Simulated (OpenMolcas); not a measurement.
# GeH3S (SMILES [S][GeH3]) at USVWN/aug-pcseg-1

Aim: the electrostatic solvation energy at fixed shape (PCM, acetonitrile) of GeH3S at USVWN/aug-pcseg-1, from 2 runs. 

The calculation is run with OpenMolcas 26.06.

2 further runs of the same task are left out: 2 set aside as unsound or not needed.

**1. The system as given**

The species is GeH3S (5 atoms), meant as a doublet with charge 0. As SMILES, `[S][GeH3]`. Geometry: relaxed at PBE0-D4/def2-TZVP.

Bond lengths: S1–Ge2 2.210 Å, Ge2–H3 1.536 Å, Ge2–H4 1.538 Å, Ge2–H5 1.536 Å. Angles: S1–Ge2–H3 110.7°, S1–Ge2–H4 104.4°, S1–Ge2–H5 110.7°, H3–Ge2–H4 110.3°, H3–Ge2–H5 110.4°, H4–Ge2–H5 110.3°.

**2. Energy and forces at USVWN/aug-pcseg-1**

File struct.xyz:

```xyz
5

S      1.402000    -0.324400     1.480500
Ge    -0.107800     0.003300    -0.099700
H     -1.018500     1.187500     0.257300
H      0.717800     0.325900    -1.356400
H     -0.943600    -1.265900    -0.323200
```

File calc.inp:

```
&GATEWAY
  BASLIB=$CurrDir
  COORD=struct.xyz
  BASIS=aug-pcseg-1
  GROUP=NoSym

&SEWARD

&SCF
  UHF
  SPIN=2
  KSDFT=SVWN
  PRORBITALS=1 2

&ALASKA
```

The basis set aug-pcseg-1 is read from a file made from the Basis Set Exchange's data (not shown).

Started as:

```bash
$ export MOLCAS_MEM=1860
$ pymolcas calc.inp > calc.log
```

The log of the run:

```text
--- Start Module: gateway ---
[...]
--- Stop Module: gateway /rc=_RC_ALL_IS_WELL_ ---
[...]
      Basis functions           90
[...]
--- Start Module: scf ---
[...]
       Convergence after  14 Iterations
[...]
::    Total KS-DFT energy                           -2473.2359423675
[...]
      Total spin, S                                     0.5007933899
[...]
      Total electronic charge=   51.000000
      Total            charge=   -0.000000
[...]
      Dipole Moment (debye):
      Origin of the operator (angstrom)=    0.3269   -0.0907    0.3538
                   X= -8.7308E-01               Y=  3.0352E-01               Z= -1.3946E+00           Total=  1.6731E+00
      Quadrupole Moment (debye*angstrom):
[...]
--- Stop Module: scf /rc=_RC_ALL_IS_WELL_ ---
[...]
--- Start Module: alaska ---
[...]
 *              Molecular gradients               *
 **************************************************
  Irreducible representation: a
 ------------------------------------------------------------------------------------------
                              X                       Y                       Z
 ------------------------------------------------------------------------------------------
  S1                3.22370861915289E-03   -5.73648896950552E-04    2.84445744482653E-03
  GE2              -8.42587923021298E-03   -6.66513496376808E-05   -8.43409839738740E-04
  H3                1.91474451078566E-03   -2.66772181976815E-03   -9.48314325444288E-04
  H4                1.56249388803253E-03    3.95581091259256E-04   -1.43446535860825E-03
  H5                1.72493221218062E-03    2.91244097506649E-03    3.81732078960528E-04
 ------------------------------------------------------------------------------------------
--- Stop Module: alaska /rc=_RC_ALL_IS_WELL_ ---
[...]
```

Wall time 17 s (1 thread of Arm Neoverse V1, shared host); peak memory 0.49 GiB.

**3. Energy and gradient at USVWN/aug-pcseg-1 (PCM acetonitrile)**

struct.xyz is that of step 2.

File calc.input:

```
* GeH3S Kohn-Sham DFT

&GATEWAY
 BasLib = $CurrDir
 Coord = struct.xyz
 Basis = aug-pcseg-1
 Group = NoSym
 RF-Input
 PCM-Model
 Solvent=acetonitrile
 End of RF-Input

&SEWARD

&SCF
 UHF
 Spin = 2
 KSDFT = SVWN
 PrOrbitals = 1 2

&ALASKA
```

The basis set aug-pcseg-1 is read from a file made from the Basis Set Exchange's data (not shown).

Started as:

```bash
$ export MOLCAS_MEM=1860
$ pymolcas calc.input > calc.log
```

The log of the run:

```text
--- Start Module: gateway ---
[...]
--- Stop Module: gateway /rc=_RC_ALL_IS_WELL_ ---
[...]
      Basis functions           90
[...]
--- Start Module: scf ---
[...]
       Convergence after  13 Iterations
[...]
::    Total KS-DFT energy                           -2473.2379474693
[...]
      Total spin, S                                     0.5007887263
[...]
      Total electronic charge=   51.000000
      Total            charge=   -0.000000
[...]
      Dipole Moment (debye):
      Origin of the operator (angstrom)=    0.3269   -0.0907    0.3538
                   X= -1.3232E+00               Y=  3.8973E-01               Z= -1.8325E+00           Total=  2.2937E+00
      Quadrupole Moment (debye*angstrom):
[...]
--- Stop Module: scf /rc=_RC_ALL_IS_WELL_ ---
[...]
--- Start Module: alaska ---
[...]
 *              Molecular gradients               *
 **************************************************
  Irreducible representation: a
 ------------------------------------------------------------------------------------------
                              X                       Y                       Z
 ------------------------------------------------------------------------------------------
  S1                2.61357755123726E-03   -5.11187903692090E-04    2.55034665188703E-03
  GE2              -5.97208180386488E-03   -2.88088549469379E-04    4.86689053786904E-04
  H3                1.55367785990279E-03   -3.21186835857645E-03   -1.39613756437984E-03
  H4                7.75715497192575E-04    4.01787655745389E-04   -1.52025324117755E-03
  H5                1.27043900558288E-03    3.54041748398615E-03    2.05619190125184E-04
 ------------------------------------------------------------------------------------------
--- Stop Module: alaska /rc=_RC_ALL_IS_WELL_ ---
[...]
```

Wall time 20 s (1 thread of Arm Neoverse V1, shared host); peak memory 0.49 GiB.

**4. What came out**

At USVWN/aug-pcseg-1:

| quantity | value |
| --- | --- |
| gas phase: total energy | -2473.23594 Eh |
| gas phase: dipole moment | 1.67 D |
| gas phase: HOMO energy (highest over α and β) | -6.59 eV |
| gas phase: LUMO energy (lowest over α and β) | -6.42 eV |
| gas phase: ⟨S²⟩ | 0.752 |
| gas phase: largest force on an atom | 0.435 eV/Å |
| PCM, acetonitrile: total energy | -2473.23795 Eh |
| PCM, acetonitrile: dipole moment | 2.29 D |
| PCM, acetonitrile: HOMO energy (highest over α and β) | -6.59 eV |
| PCM, acetonitrile: LUMO energy (lowest over α and β) | -6.47 eV |
| PCM, acetonitrile: ⟨S²⟩ | 0.752 |
| PCM, acetonitrile: largest force on an atom | 0.308 eV/Å |
| energy change from gas to solvent at fixed shape | -0.055 eV |

In words: The solvent model (PCM, acetonitrile) lowers the energy by 0.05 eV (−5.3 kJ/mol) at the same shape. It holds the electrostatic part alone, without cavity or dispersion terms. The largest force (PCM, acetonitrile) is 0.31 eV/Å: the shape isn't a stationary point for this species at this level. The largest force (gas phase) is 0.44 eV/Å: the shape isn't a stationary point for this species at this level.
